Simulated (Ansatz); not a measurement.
# C2H5GaS: one species, many methods

An exercise on one series of results from a longer session: the logs are not shown, and one member is left open.

Method: functionals in def2-TZVPP, the program's frozen cores in correlated methods; program: Ansatz 0.2.0, Gaussian basis.

The runs, in order: LDA (SPW92), PBE-D4, revPBE-D4, BLYP-D4, r2SCAN-D4, B97M-V, PBE0-D4, B3LYP-D4, r2SCANh-D4, r2SCAN0-D4, HSE06-D4, BHLYP-D4, CAM-B3LYP-D4, LC-ωPBE, ωB97X-V, ωB97M-V, B2PLYP, PBE-QIDH; CCSD(T)/def2-SVP; CCSD(T)/def2-TZVPP; MP2/def2-QZVPP; extrapolation to the limit; RPA on PBE.

## Structure used throughout

All runs share one geometry, relaxed beforehand with PBE0-D4 in a triple-zeta def2 set.

SMILES `[CH3][Ga]1[CH2][S]1`, 9 atoms, charge 0, spin multiplicity 1.

Atoms are counted from 1 here; the program's logs count them from 0.

Bond lengths: C1–Ga2 1.935 Å, C1–H5 1.091 Å, C1–H6 1.089 Å, C1–H7 1.091 Å, Ga2–C3 1.932 Å, Ga2–S4 2.176 Å, C3–S4 1.887 Å, C3–H8 1.086 Å, C3–H9 1.086 Å. Angles: Ga2–C1–H5 109.1°, Ga2–C1–H6 111.5°, Ga2–C1–H7 109.1°, H5–C1–H6 109.4°, H5–C1–H7 108.2°, H6–C1–H7 109.5°, C1–Ga2–C3 163.4°, C1–Ga2–S4 142.3°, C3–Ga2–S4 54.3°, Ga2–C3–S4 69.4°, Ga2–C3–H8 120.6°, Ga2–C3–H9 120.7°, S4–C3–H8 112.8°, S4–C3–H9 112.8°, H8–C3–H9 112.4°, Ga2–S4–C3 56.2°.

The first run:

in.yaml reads:

```yaml
crystal:
  periodic: [false, false, false]
  atoms:
    - {symbol: C, position_ang: [-0.786556, 1.664263, 0.305287]}
    - {symbol: Ga, position_ang: [-0.082547, -0.111648, -0.003308]}
    - {symbol: C, position_ang: [1.101038, -1.600678, -0.340568]}
    - {symbol: S, position_ang: [-0.681846, -2.196319, -0.171801]}
    - {symbol: H, position_ang: [-1.269810, 1.690832, 1.283218]}
    - {symbol: H, position_ang: [-0.000437, 2.417298, 0.269583]}
    - {symbol: H, position_ang: [-1.538264, 1.887333, -0.453333]}
    - {symbol: H, position_ang: [1.509708, -1.769293, -1.332616]}
    - {symbol: H, position_ang: [1.748715, -1.981788, 0.443548]}
basis:
  gaussian: {orbitals: def2-TZVPP}
hamiltonian: {xc: lda}
output: {orbitals: {seedname: orbitals}}
```

The run is started by

```bash
$ ansatz run in.yaml --threads 2 --pin off --events-out ev --progress --plain --max-ram 4352MiB
```

Among the steps run: LDA; PBE-D4 (GGA); revPBE-D4 (GGA); BLYP-D4 (GGA); r2SCAN-D4 (meta-GGA); B97M-V (meta-GGA); PBE0-D4 (hybrid); B3LYP-D4 (hybrid); r2SCANh-D4 (hybrid); r2SCAN0-D4 (hybrid); HSE06-D4 (hybrid); BHLYP-D4 (hybrid); CAM-B3LYP-D4 (range-separated); LC-ωPBE (range-separated); ωB97X-V (range-separated); ωB97M-V (range-separated); B2PLYP (double hybrid); PBE-QIDH (double hybrid).

One of the session's tables, all rows but one given; the rest of the session is left out.

| functional | HOMO (eV) | gap (eV) |
| --- | --- | --- |
| LDA (SPW92) | ? | ? |
| PBE-D4 | -5.36 | 3.68 |
| revPBE-D4 | -5.29 | 3.74 |
| BLYP-D4 | -5.20 | 3.60 |
| r2SCAN-D4 | -5.58 | 4.14 |
| B97M-V | -5.56 | 3.99 |
| PBE0-D4 | -6.42 | 5.52 |
| B3LYP-D4 | -6.21 | 5.05 |
| r2SCANh-D4 | -5.97 | 4.80 |
| r2SCAN0-D4 | -6.57 | 5.80 |
| HSE06-D4 | -6.03 | 4.75 |
| BHLYP-D4 | -7.35 | 7.20 |
| CAM-B3LYP-D4 | -7.67 | 7.66 |
| LC-ωPBE | -8.98 | 10.11 |
| ωB97X-V | -8.64 | 9.63 |
| ωB97M-V | -8.51 | 9.29 |

**Question.** Estimate the row for LDA (SPW92).

The run gave: HOMO (eV): -5.53; gap (eV): 3.59. In the column «HOMO (eV)» it lies between B97M-V (-5.56) and PBE-D4 (-5.36).
